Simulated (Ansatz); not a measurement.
**Ge4H15NO (built from SMILES N.O.[GeH3][GeH]([GeH3])[GeH3]): a saddle search**

Does the minimum-mode search get back to a saddle from here?

Method: PBE-D4/def2-TZVP; program: Ansatz 0.2.0, Gaussian basis.

The start, a known saddle point with all atoms moved at random by about 0.06 Å a coordinate: 21 atoms, charge 0, spin multiplicity 1.

Atoms are counted from 1 here; the program's logs count them from 0.

Bond lengths: Ge1–Ge3 2.423 Å, Ge1–Ge4 2.452 Å, Ge1–H5 1.579 Å, Ge1–N7 1.858 Å, Ge2–H10 1.598 Å, Ge2–H11 1.505 Å, Ge2–H12 1.732 Å, Ge3–H13 1.431 Å, Ge3–H14 1.585 Å, Ge3–H15 1.593 Å, Ge4–H16 1.552 Å, Ge4–H17 1.505 Å, Ge4–H18 1.605 Å, H6–N7 1.262 Å, H6–O9 1.180 Å, N7–H19 0.912 Å, N7–H20 1.073 Å, H8–O9 1.127 Å and more. Angles: Ge3–Ge1–Ge4 115.4°, Ge3–Ge1–H5 110.5°, Ge3–Ge1–N7 111.0°, Ge4–Ge1–H5 107.2°, Ge4–Ge1–N7 109.0°, H5–Ge1–N7 102.8°, H10–Ge2–H11 96.3°, H10–Ge2–H12 99.0°, H11–Ge2–H12 95.9°, Ge1–Ge3–H13 113.2°, Ge1–Ge3–H14 105.2°, Ge1–Ge3–H15 109.4°, H13–Ge3–H14 110.9°, H13–Ge3–H15 113.5°, H14–Ge3–H15 103.9°, Ge1–Ge4–H16 108.2°, Ge1–Ge4–H17 110.9°, Ge1–Ge4–H18 108.1° and more.

Geometry (Å):

```
Ge   -1.5324    0.1671    0.1024
Ge    2.2821   -0.3192   -0.6513
Ge   -0.8980   -0.7456    2.2550
Ge   -1.4724   -1.4155   -1.7698
H    -2.9924    0.7641    0.1626
H     0.4007    1.7922    0.5504
N    -0.4978    1.6500   -0.3247
H     1.8296    0.8714    0.8033
O     1.1080    1.4632    1.4358
H     2.1992   -1.9105   -0.5315
H     1.5317   -0.2115   -1.9520
H     3.8628   -0.1802   -1.3463
H    -0.9699    0.2116    3.3169
H    -1.9000   -1.9469    2.5071
H     0.5240   -1.4532    2.1316
H    -2.8587   -2.1077   -1.8637
H    -0.3467   -2.4011   -1.6037
H    -1.3511   -0.5741   -3.1307
H    -0.9584    2.4300   -0.4345
H     0.1073    1.3992   -1.1743
H     1.8687    2.3304    1.5520
```

The structure above is the start of the run; the results belong to its end.

```
                  quantity        value
                     steps           18
             energy change    -1.727 eV
        last largest force  0.0009 eV/Å
       RMSD from the start      0.096 Å
RMSD from the known saddle      0.041 Å
```

**Reading.** It converged in 18 steps at a force tolerance of 0.05 eV/Å. It is back at the known saddle, up to the shift that another level brings.

**Question.** Which input and command would start the first run of this session?

The input that was used; it is not the only one that fits:

Input file run/in.yaml:

```yaml
crystal:
  periodic: [false, false, false]
  atoms:
    - {symbol: Ge, position_ang: [-1.532353, 0.167070, 0.102440]}
    - {symbol: Ge, position_ang: [2.282075, -0.319171, -0.651342]}
    - {symbol: Ge, position_ang: [-0.897954, -0.745572, 2.255026]}
    - {symbol: Ge, position_ang: [-1.472356, -1.415509, -1.769790]}
    - {symbol: H, position_ang: [-2.992429, 0.764096, 0.162634]}
    - {symbol: H, position_ang: [0.400716, 1.792161, 0.550415]}
    - {symbol: N, position_ang: [-0.497843, 1.650037, -0.324745]}
    - {symbol: H, position_ang: [1.829637, 0.871409, 0.803292]}
    - {symbol: O, position_ang: [1.107975, 1.463211, 1.435766]}
    - {symbol: H, position_ang: [2.199210, -1.910489, -0.531501]}
    - {symbol: H, position_ang: [1.531680, -0.211493, -1.952032]}
    - {symbol: H, position_ang: [3.862825, -0.180196, -1.346311]}
    - {symbol: H, position_ang: [-0.969929, 0.211626, 3.316943]}
    - {symbol: H, position_ang: [-1.899985, -1.946929, 2.507137]}
    - {symbol: H, position_ang: [0.523982, -1.453176, 2.131553]}
    - {symbol: H, position_ang: [-2.858668, -2.107747, -1.863730]}
    - {symbol: H, position_ang: [-0.346742, -2.401059, -1.603690]}
    - {symbol: H, position_ang: [-1.351089, -0.574073, -3.130714]}
    - {symbol: H, position_ang: [-0.958406, 2.430042, -0.434465]}
    - {symbol: H, position_ang: [0.107291, 1.399221, -1.174342]}
    - {symbol: H, position_ang: [1.868697, 2.330441, 1.551987]}
basis:
  gaussian: {orbitals: def2-TZVP}
hamiltonian: {xc: pbe, dispersion: d4}
saddle:
  f_tol: 0.05
  max_steps: 40
  mode_guess:
    - [-0.0338, 0.0206, 0.0089]
    - [0.1211, 0.0354, 0.0248]
    - [0.0174, 0.0538, 0.0037]
    - [-0.0211, 0.0161, -0.0135]
    - [-0.0413, -0.0748, -0.0167]
    - [0.1765, -0.1844, 0.2204]
    - [0.0049, 0.0078, 0.0870]
    - [0.1834, -0.4466, -0.5611]
    - [-0.1548, 0.2258, 0.0081]
    - [-0.0293, 0.0640, 0.1687]
    - [0.0228, 0.0417, 0.0850]
    - [0.0912, -0.0448, 0.0704]
    - [-0.1058, 0.0352, -0.0091]
    - [0.0415, -0.0102, -0.0259]
    - [0.0262, 0.0567, 0.0517]
    - [-0.0231, 0.0500, -0.0302]
    - [-0.0179, -0.0259, -0.0662]
    - [-0.0033, -0.0116, -0.0336]
    - [0.0036, 0.0246, 0.2021]
    - [-0.0837, 0.1067, 0.0274]
    - [-0.1746, 0.0597, -0.2018]
```

Run with:

```sh
$ ansatz run in.yaml --threads 11 --pin off --events-out ev --progress --plain --max-ram 174080MiB --backend cuda --devices 0, --max-vram 75GiB
```
